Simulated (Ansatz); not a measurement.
# CH8BNSi: small, medium and large basis sets

The task here is to estimate one member of a computed series from the others.

Method: one geometry, several basis sets; program: Ansatz 0.2.0, Gaussian basis.

Plan: PBE0-D4/def2-SVP; ωB97M-V/def2-SVP; PBE0-D4/def2-QZVPP; ωB97M-V/def2-QZVPP; the functionals' def2-TZVPP values are taken from earlier runs.

**Structure used throughout**

The geometry comes from an earlier relaxation with PBE0-D4 in a triple-zeta def2 set; it is a stationary point, not always the lowest conformer.

12 atoms, charge 0, spin multiplicity 1.

Atoms are counted from 1 here; the program's logs count them from 0.

Bond lengths: B1–Si2 1.959 Å, B1–N4 1.623 Å, B1–H5 1.197 Å, B1–H6 1.199 Å, Si2–C3 1.872 Å, Si2–N4 1.867 Å, Si2–H7 1.491 Å, C3–H8 1.092 Å, C3–H9 1.094 Å, C3–H10 1.092 Å, N4–H11 1.010 Å, N4–H12 1.010 Å. Angles: Si2–B1–N4 62.0°, Si2–B1–H5 119.0°, Si2–B1–H6 116.3°, N4–B1–H5 112.8°, N4–B1–H6 111.8°, H5–B1–H6 120.2°, B1–Si2–C3 125.5°, B1–Si2–N4 50.1°, B1–Si2–H7 123.5°, C3–Si2–N4 108.5°, C3–Si2–H7 109.7°, N4–Si2–H7 104.7°, Si2–C3–H8 110.4°, Si2–C3–H9 109.7°, Si2–C3–H10 112.4°, H8–C3–H9 107.3°, H8–C3–H10 109.2°, H9–C3–H10 107.8° and more.

Coordinates:

```mol
CH8BNSi
  3D, bonds by distance, orders not assigned

 12 12  0  0  0  0  0  0  0  0999 V2000
   -1.2985    0.8282   -0.6820 B   0  0
    0.5836    0.4660   -0.2779 Si  0  0
    1.2485   -0.1203    1.3706 C   0  0
   -0.7699   -0.7006   -0.8186 N   0  0
   -1.5826    1.3167   -1.7376 H   0  0
   -2.0270    0.9653    0.2610 H   0  0
    1.6383    0.3314   -1.3228 H   0  0
    0.4384   -0.2066    2.0985 H   0  0
    1.9600    0.6119    1.7623 H   0  0
    1.7654   -1.0796    1.2938 H   0  0
   -0.7389   -1.0924   -1.7486 H   0  0
   -1.1401   -1.3751   -0.1644 H   0  0
  1  2  8  0
  1  4  8  0
  1  5  8  0
  1  6  8  0
  2  3  8  0
  2  4  8  0
  2  7  8  0
  3  8  8  0
  3  9  8  0
  3 10  8  0
  4 11  8  0
  4 12  8  0
M  END
```

The first run:

Input file in.yaml:

```yaml
crystal:
  periodic: [false, false, false]
  atoms:
    - {symbol: B, position_ang: [-1.298538, 0.828187, -0.681987]}
    - {symbol: Si, position_ang: [0.583634, 0.465976, -0.277890]}
    - {symbol: C, position_ang: [1.248452, -0.120273, 1.370587]}
    - {symbol: N, position_ang: [-0.769948, -0.700574, -0.818617]}
    - {symbol: H, position_ang: [-1.582616, 1.316677, -1.737627]}
    - {symbol: H, position_ang: [-2.026963, 0.965264, 0.261034]}
    - {symbol: H, position_ang: [1.638258, 0.331381, -1.322809]}
    - {symbol: H, position_ang: [0.438375, -0.206636, 2.098478]}
    - {symbol: H, position_ang: [1.960010, 0.611882, 1.762262]}
    - {symbol: H, position_ang: [1.765400, -1.079552, 1.293814]}
    - {symbol: H, position_ang: [-0.738920, -1.092423, -1.748567]}
    - {symbol: H, position_ang: [-1.140144, -1.375110, -0.164376]}
basis:
  gaussian: {orbitals: def2-SVP}
hamiltonian: {xc: pbe0, dispersion: d4}
output: {orbitals: {seedname: orbitals}}
```

Run with:

```console
$ ansatz run in.yaml --threads 2 --pin off --events-out ev --progress --plain --max-ram 4352MiB
```

Among the steps run: PBE0-D4 in def2-SVP; ωB97M-V in def2-SVP; PBE0-D4 in def2-QZVPP; ωB97M-V in def2-QZVPP.

One of the session's tables, all rows but one given; the rest of the session is left out.

It belongs to the step «Density functionals: the series». 

| functional | basis | HOMO (eV) | LUMO (eV) |
| --- | --- | --- | --- |
| PBE0-D4 | def2-SVP | -6.35 | 0.34 |
| PBE0-D4 | def2-TZVPP | -6.39 | -0.03 |
| PBE0-D4 | def2-QZVPP | ? | ? |
| ωB97M-V | def2-SVP | -8.43 | 2.21 |
| ωB97M-V | def2-TZVPP | -8.50 | 1.62 |
| ωB97M-V | def2-QZVPP | -8.51 | 1.27 |

**Question.** Estimate the row for PBE0-D4, def2-QZVPP.

**Answer.** HOMO (eV): -6.40; LUMO (eV): -0.16. In the column «HOMO (eV)» it lies between ωB97M-V, def2-SVP (-8.43) and PBE0-D4, def2-TZVPP (-6.39).
